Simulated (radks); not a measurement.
**Spin polarisation of the 4f shell in Tb**

How much does Tb gain by aligning the spins in its 4f shell? The moment is raised step by step from zero.

The numbers are computed with radks (a radial shooting solver on a logarithmic mesh, Libxc functionals) version 1 (non-relativistic Kohn-Sham, LDA (Slater exchange, Perdew-Wang correlation), spin-polarised, spherical densities, point nucleus), except any that are marked as measured or tabulated.

## (1) Starting point

* element: terbium (Z = 65)
* charge: 0
* electrons: 65
* configuration: [Xe] 4f(up 4.5, down 4.5) 6s2

A shell typed twice in an input gives spin up, then spin down.

## (2) No moment

Input:

```text
Z 65
configuration [Xe] 4f4.5 4f4.5 6s2
relativity non-relativistic
functional lda,pw
spin polarised
nucleus point
```

## (3) moment 1 in 4f

Input:

```text
Z 65
configuration [Xe] 4f5 4f4 6s2
relativity non-relativistic
functional lda,pw
spin polarised
nucleus point
```

## (4) moment 2 in 4f

Input:

```text
Z 65
configuration [Xe] 4f5.5 4f3.5 6s2
relativity non-relativistic
functional lda,pw
spin polarised
nucleus point
```

## (5) moment 3 in 4f

Input:

```text
Z 65
configuration [Xe] 4f6 4f3 6s2
relativity non-relativistic
functional lda,pw
spin polarised
nucleus point
```

## (6) moment 4 in 4f

Input:

```text
Z 65
configuration [Xe] 4f6.5 4f2.5 6s2
relativity non-relativistic
functional lda,pw
spin polarised
nucleus point
```

## (7) moment 5 in 4f

Input:

```text
Z 65
configuration [Xe] 4f7 4f2 6s2
relativity non-relativistic
functional lda,pw
spin polarised
nucleus point
```

Q: Predict the outcome of this session. Wanted: for each run, moment; E − E(0); ε(4f up); ε(4f down); splitting.

As calculated:

| moment (μB) | E − E(0) (eV) | ε(4f up) (eV) | ε(4f down) (eV) | splitting (eV) |
| --- | --- | --- | --- | --- |
| 0 | 0.000 | -6.969 | -6.969 | 0.000 |
| 1 | -0.181 | -7.317 | -6.593 | 0.724 |
| 2 | -0.724 | -7.637 | -6.190 | 1.447 |
| 3 | -1.628 | -7.929 | -5.759 | 2.170 |
| 4 | -2.893 | -8.190 | -5.300 | 2.890 |
| 5 | -4.518 | -8.419 | -4.812 | 3.608 |

What this shows: At a moment of 5 μB the energy has fallen by 4.52 eV and the 4f levels split by 3.61 eV, 0.722 eV per μB. The Stoner form E = −I m²/4 would give I = 0.723 eV. The energy falls at every step.
